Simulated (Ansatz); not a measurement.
# singlet [GaNH3]+: levels of theory compared

We compute a comparison of 6 runs (B3LYP/def2-TZVP, BHLYP/def2-TZVP, BLYP/def2-TZVP, PBE0/def2-TZVP, MP2/def2-TZVP, CCSD(T)/def2-TZVP) of singlet [GaNH3]+. 

The calculation is run with Ansatz 0.2.0.

55 further runs of the same task are left out: 55 set aside as unsound or not needed.

## 1. The structure to begin with

The species is [GaNH3]+ (5 atoms), meant as a singlet with charge +1. SMILES of the parent species: `[NH2][GaH]`. The shape is that of a PBE0-D4/def2-TZVP optimisation. This is one conformer, not always the lowest. That shape belongs to the parent species and isn't relaxed for this state.

Bond lengths: N1–Ga2 1.825 Å, N1–H3 1.008 Å, N1–H4 1.006 Å, Ga2–H5 1.594 Å. Angles: N1–Ga2–H5 116.9°, Ga2–N1–H3 123.8°, Ga2–N1–H4 124.3°, H3–N1–H4 111.9°.

## 2. A single-point energy at B3LYP/def2-TZVP (run 1)

File molecule.yaml:

```yaml
crystal:
  periodic: [false, false, false]
  atoms:
    - {symbol: "N", position_ang: [-0.211900, -0.684000, 0.064700]}
    - {symbol: Ga, position_ang: [0.815500, 0.782900, 0.417000]}
    - {symbol: H, position_ang: [-0.946800, -0.701300, -0.625100]}
    - {symbol: H, position_ang: [-0.115200, -1.569300, 0.532000]}
    - {symbol: H, position_ang: [0.508200, 2.097900, -0.430100]}
basis:
  gaussian:
    orbitals: def2-TZVP
total_charge: 1
hamiltonian:
  xc: {name: B3LYP}
accuracy: high
output:
  orbitals: {seedname: orbitals}
```

Run with:

```
$ ansatz run molecule.yaml --threads 1 --pin off --max-ram 3480MiB --events-out events.jsonl --progress --plain --runs-dir runs
```

Standard output:

```text
Warning: RAYON_NUM_THREADS=1 ignored (pool sized by the plan → 1); use --threads N
Functional definition: B3LYP
  name "B3LYP"
  parameter a0 = 0.2
  parameter ax = 0.72
  parameter ac = 0.81
  exchange = (1 - a0 - ax)*slater_x + ax*b88_x + a0*exact_x
  correlation = (1 - ac)*vwn_rpa_c + ac*lyp_c
1601 factors; integrals over basis functions are off by at most 4.6e-9 eV
mean field evaluation 1: about -53887.4496 eV, gradient 1.1e2 eV
mean field evaluation 2: about -53782.9890 eV, gradient 1.7e2 eV
mean field evaluation 4: about -53910.0511 eV, gradient 9.5e0 eV
mean field evaluation 8: about -53910.2274 eV, gradient 9.0e-1 eV
mean field evaluation 16: about -53910.2296 eV, gradient 1.9e-4 eV
mean field -53910.22963668 eV, -1981.1643974819 hartree, gradient 3.2e-8 eV, S^2 0.000000; 0 other end points of the search recorded, 0 dependent functions left out
reference -53910.22966959 eV, -1981.1643986914 hartree; 20, 20 occupied and 77, 77 virtual orbitals, 1601 factors
Total energy: -53910.22966959 eV, -1981.1643986914 hartree
```

Wall time 6 s (1 thread of Arm Neoverse V1, shared host); peak memory 0.25 GiB.

## 3. A single-point energy at BHLYP/def2-TZVP (run 2)

Changes to molecule.yaml since step 2:

```diff
@@ -9,9 +9,6 @@
 basis:
-  gaussian:
-    orbitals: def2-TZVP
+  gaussian: {orbitals: def2-TZVP}
+output: {orbitals: {seedname: orbitals}}
 total_charge: 1
-hamiltonian:
-  xc: {name: B3LYP}
 accuracy: high
-output:
-  orbitals: {seedname: orbitals}
+hamiltonian: {xc: {name: BHLYP}}
```

Run with:

```
$ ansatz run molecule.yaml --threads 1 --pin off --max-ram 3480MiB --events-out events.jsonl --progress --plain --runs-dir runs
```

Standard output:

```text
Warning: RAYON_NUM_THREADS=1 ignored (pool sized by the plan → 1); use --threads N
Functional definition: BHLYP
  name "BHLYP"
  parameter a = 0.5
  exchange = (1 - a)*b88_x + a*exact_x
  correlation = lyp_c
1601 factors; integrals over basis functions are off by at most 4.6e-9 eV
mean field evaluation 1: about -53890.7208 eV, gradient 9.2e1 eV
mean field evaluation 2: about -53849.8236 eV, gradient 1.3e2 eV
mean field evaluation 4: about -53907.0042 eV, gradient 7.4e0 eV
mean field evaluation 8: about -53907.1357 eV, gradient 8.4e-1 eV
mean field evaluation 16: about -53907.1373 eV, gradient 1.6e-4 eV
mean field -53907.13732879 eV, -1981.0507572629 hartree, gradient 3.3e-8 eV, S^2 0.000000; 0 other end points of the search recorded, 0 dependent functions left out
reference -53907.13735118 eV, -1981.0507580858 hartree; 20, 20 occupied and 77, 77 virtual orbitals, 1601 factors
Total energy: -53907.13735118 eV, -1981.0507580858 hartree
```

Wall time 6 s (1 thread of Arm Neoverse V1, shared host); peak memory 0.25 GiB.

Runs 3 to 5 aren't shown in full; the table further down has their settings and results.

## 4. A single-point energy at CCSD(T)/def2-TZVP (run 6)

File in.yaml:

```yaml
basis:
  gaussian:
    orbitals: def2-TZVP
crystal:
  periodic: [false, false, false]
  atoms:
    - {symbol: N, position_ang: [-0.211900, -0.684000, 0.064700]}
    - {symbol: Ga, position_ang: [0.815500, 0.782900, 0.417000]}
    - {symbol: H, position_ang: [-0.946800, -0.701300, -0.625100]}
    - {symbol: H, position_ang: [-0.115200, -1.569300, 0.532000]}
    - {symbol: H, position_ang: [0.508200, 2.097900, -0.430100]}
total_charge: 1
scf:
  omitted_lower_state_checks: [cluster_reference, increment]
accuracy: high
magnetization:
  spin_polarized: false
  initial_magnetization: 0
correlation:
  method: ccsd_t
  frozen_orbitals: {Ga: 9, H: 0, "N": 1}
```

Run with:

```
$ ansatz run in.yaml --threads 1 --pin off --max-ram 3480MiB --events-out events.jsonl --progress --plain --runs-dir runs
```

Standard output:

```text
Warning: RAYON_NUM_THREADS=1 ignored (pool sized by the plan → 1); use --threads N
[... 12 lines left out ...]
10 core orbitals not correlated: weight in the atoms' cores, before any rotation towards them, 1.000 or more for the frozen orbitals, at most 0.000 for the correlated occupied ones
[... 28 lines left out ...]
Total energy: -53867.90500019 eV, -1979.6089957797 hartree
Checks for a lower state left out: cluster_reference, increment
```

Wall time 22 s (1 thread of Arm Neoverse V1, shared host); peak memory 0.55 GiB.

## 5. All runs side by side

| run | level | frozen core orbitals | energy (Eh) | HOMO energy (eV) | LUMO energy (eV) | HOMO–LUMO gap (eV) | wall time |
| --- | --- | --- | --- | --- | --- | --- | --- |
| 1 | B3LYP/def2-TZVP | – | -1981.164399 | -13.27 | -10.62 | 2.65 | 6 s |
| 2 | BHLYP/def2-TZVP | – | -1981.050758 | -14.67 | -9.45 | 5.22 | 6 s |
| 3 | BLYP/def2-TZVP | – | -1981.169234 | -12.12 | -11.18 | 0.95 | 5.4 s |
| 4 | PBE0/def2-TZVP | – | -1980.791419 | -13.47 | -10.22 | 3.24 | 6 s |
| 5 | MP2/def2-TZVP | 10 | -1979.582649 | – | – | – | 3.3 s |
| 6 | CCSD(T)/def2-TZVP | 10 | -1979.608996 | – | – | – | 22 s |

## 6. Results

| quantity | value |
| --- | --- |
| run 6: total energy | -1979.60900 Eh |
| run 6: correlation energy (10 core orbitals frozen) | -439.2 mEh |
| run 6: (T) correction | -17.06 mEh |
| run 6: T1 diagnostic | 0.018 |

In words: Over runs 1, 2, 3, 4 the HOMO–LUMO gap runs from 0.95 eV (BLYP/def2-TZVP) to 5.22 eV (BHLYP/def2-TZVP). Totals of different functionals can't be ranked against each other. All runs together took 49 s, the longest 22 s.
